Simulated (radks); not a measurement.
**Pt³⁺ in [Kr] 4d10 4f14 5s2 5p5 5d7 5f1: an all-electron calculation**

Wanted: eigenvalues, radial structure and energy terms of the platinum ion Pt3+.

Program: radks (a radial shooting solver on a logarithmic mesh, Libxc functionals) version 1. Level of theory: scalar-relativistic Kohn-Sham, PBE, spin-polarised, spherical densities, finite nucleus; open shells are filled with parallel spins first. These are calculated values, not measurements, unless marked.

**1. The system**

- element: platinum (Z = 78)
- charge: +3
- electrons: 75
- configuration: [Kr] 4d10 4f14 5s2 5p5 5d7 5f1
- nuclear rms radius: 5.427 fm

The outer shells:

Pt³⁺
```
[Kr] core
4d [↑↓][↑↓][↑↓][↑↓][↑↓]
4f [↑↓][↑↓][↑↓][↑↓][↑↓][↑↓][↑↓]
5s [↑↓]
5p [↑↓][↑↓][↑ ]
5d [↑↓][↑↓][↑ ][↑ ][↑ ]
5f [↑ ][  ][  ][  ][  ][  ][  ]
```

**2. The run**

Settings of this run:

```text
Z 78
configuration [Kr] 4d10 4f14 5s2 5p5 5d7 5f1 6s0 6p0 6d0 6f0
relativity scalar-relativistic
functional pbe,pbe
spin polarised
nucleus finite rms 5.427 fm
c 137.035999084
```

What does the calculation give?

As calculated:

```
                        quantity                   value
                    total energy     -18404.4748 hartree
exchange-correlation share of it                  1.92 %
                            −T/E                  1.1147
          highest occupied level       5f up, -12.779 eV
    most extended occupied level  5f up, <r> = 3.52 bohr
 radius at density 0.001 e/bohr³               4.20 bohr
    maxima of the radial density                       4
```

What this shows: The radial density shows 4 maxima for 5 occupied principal shells; where shells overlap, one shows as a shoulder or not at all. −T/E is 1.115: with relativity the kinetic term as defined here no longer equals −E. This is not the tabulated ground configuration, so its levels and sizes aren't those of the ground state, and no measured value stands beside it.
